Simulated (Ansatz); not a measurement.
# Nickel, bcc under BLYP: structure, energy and stiffness

The plan for nickel in the bcc structure: relax it, solve it on a dense k-mesh, then scale the cell to 7 volumes from 88 to 112 % of the relaxed one and try a fit of the equation of state. The start is ferromagnetic. The k-meshes are 16×16×16 for the relaxation; 25×25×25 for the dense run; 17×17×17 for the volumes.

This is Ni in the bcc structure; at room conditions it is fcc.

Computed with Ansatz 0.2.0 (DFT BLYP, plane waves (420 eV) with PAW, scalar-relativistic; PAW files made under PBE, frozen cores solved again for the functional, unless a step says otherwise).

### Step 1. The starting structure

The structure is cubic, space group Im-3m (No. 229). The conventional cell has a = 2.797 Å, b = 2.797 Å, c = 2.797 Å, α = 90.00°, β = 90.00°, γ = 90.00°. Ni (site symmetry m-3m) has 8 Ni at 2.42 Å as nearest neighbours.

As a file:

```
Ni
1.0
    -1.39845    1.39845    1.39845
     1.39845   -1.39845    1.39845
     1.39845    1.39845   -1.39845
Ni
1
Direct
  0.00000 0.00000 0.00000
```

The atoms start with moments of +0.8 μB.

### Step 2. Relaxing cell and atoms

File input.yaml:

```yaml
crystal:
  lattice:
    - [-1.3984527048, 1.3984527048, 1.3984527048]
    - [1.3984527048, -1.3984527048, 1.3984527048]
    - [1.3984527048, 1.3984527048, -1.3984527048]
  atoms:
    - { symbol: Ni, position: [0.0, 0.0, 0.0], spin: 0.8 }
hamiltonian:
  xc: blyp
  pseudopotentials:
    kind: paw
    azcp:
      Ni: "pseudopotentials/Ni.paw.azcp"
basis:
  ecutwfc: 420
  fft_grid_basis: typed
kpoints:
  mp_grid: { grid: [16, 16, 16], shift: [0, 0, 0] }
magnetization:
  spin_polarized: true
scf:
  occupations: { method: fermi_dirac, width: 0.05 }
relax:
  max_steps: 60
  f_tol: 0.01
  cell: {}
```

Further steps of the session: Dense single point; At 88 % of the relaxed volume; At 92 % of the relaxed volume; At 96 % of the relaxed volume; At 100 % of the relaxed volume; At 104 % of the relaxed volume; At 108 % of the relaxed volume; At 112 % of the relaxed volume.

Before running it: what results should come out? Wanted: space group; conventional cell; volume; shortest distance; gap on the mesh; magnetic state; relative to fcc, ferromagnetic; V₀, B₀, B₀′.

**Answer**, as computed:

| quantity | value |
| --- | --- |
| space group (spins left aside) | Im-3m (No. 229) |
| conventional cell | a = 2.848 Å |
| volume | 11.549 Å³/atom |
| shortest distance | 2.466 Å |
| gap on the mesh | none (levels filled in part) |
| magnetic state | ferromagnetic, up to 0.59 μB per atom |
| relative to fcc, ferromagnetic | +89 meV/atom |
| V₀, B₀, B₀′ | 11.545 Å³/atom, 163 GPa, 5.0 |

In words: From the guessed start the volume grew by 5.6 % in 7 steps. Against the reference form of nickel (fcc, ferromagnetic, computed apart with the same settings) it stands 89 meV/atom higher. The final state is ferromagnetic (largest moment 0.59 μB). Levels at the Fermi energy are filled in part, as in a metal. B₀ comes out at 163 GPa. The symmetry was held, so the structure may be unstable against distortions that break it.
